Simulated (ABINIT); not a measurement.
Set up this calculation in ABINIT 10.8.3 (patched build), as the native input.

| Item | Value |
| --- | --- |
| Task | equation of state |
| Functional | PBEsol |
| Potentials or basis | PseudoDojo NC SR PBEsol v0.4.1 standard |
| Cutoff | 1088 eV |
| k mesh | 6 × 6 × 6 |
| Occupations | fermi-dirac, width 0.05 eV |
| Spin | no spin polarisation |

The system is Sn3Te.

```
CELL_PARAMETERS angstrom
4.86562 0.00000 0.00000
0.00000 4.86562 0.00000
0.00000 0.00000 4.86562
ATOMIC_POSITIONS crystal
Te 0.00000 0.00000 0.00000
Sn 0.00000 0.50000 0.50000
Sn 0.50000 0.00000 0.50000
Sn 0.50000 0.50000 0.00000
```

The cell comes from a database or a generator and needn't be the stable form of this composition.

The input as run:

run.abi

```
# Datasets: one volume each
ndtset 7
scalecart1 3*0.9795861087
scalecart2 3*0.9864848297
scalecart3 3*0.9932883884
scalecart4 3*1.0000000000
scalecart5 3*1.0066227096
scalecart6 3*1.0131594038
scalecart7 3*1.0196128224

# Pseudopotentials
pp_dirpath "./"
pseudos "Te.upf, Sn.upf"

# Structure
acell 4.865622 4.865622 4.865622 Angstrom
rprim
     1.0000000000     0.0000000000     0.0000000000
     0.0000000000     1.0000000000     0.0000000000
     0.0000000000     0.0000000000     1.0000000000
ntypat 2
znucl 52 50
natom 4
typat 1 2 2 2
xred
     0.0000000000     0.0000000000     0.0000000000
     0.0000000000     0.5000000000     0.5000000000
     0.5000000000     0.0000000000     0.5000000000
     0.5000000000     0.5000000000     0.0000000000

# Plane-wave basis
ecut 40.0

# k points
kptopt 1
ngkpt 6 6 6
nshiftk 1
shiftk 0.0 0.0 0.0

# Exchange and correlation
ixc -116133

# Bands and occupations
nband 35
occopt 3
tsmear 0.05 eV

# SCF cycle
nstep 100
tolvrs 1.0e-10

# Output
iomode 3
prtwf 0
prtden 0
prteig 0
prtebands 0
enunit 1
```

Potentials or basis: PseudoDojo NC SR PBEsol v0.4.1 standard.

The run is started by

```console
$ mpirun --bind-to none -np 4 abinit run.abi > log 2>&1
```

Results of the run:

| Quantity | Value |
| --- | --- |
| Equilibrium volume | 27.40 Å³/atom |
| Bulk modulus | 51 GPa |
| Pressure derivative of the bulk modulus | 4.1 |

Caveat: pressures at fixed basis lie under the slope of the energies.

It took 7.7 min on 4 MPI ranks on Arm Neoverse V1, on a shared host, peak memory 0.64 GiB a rank.
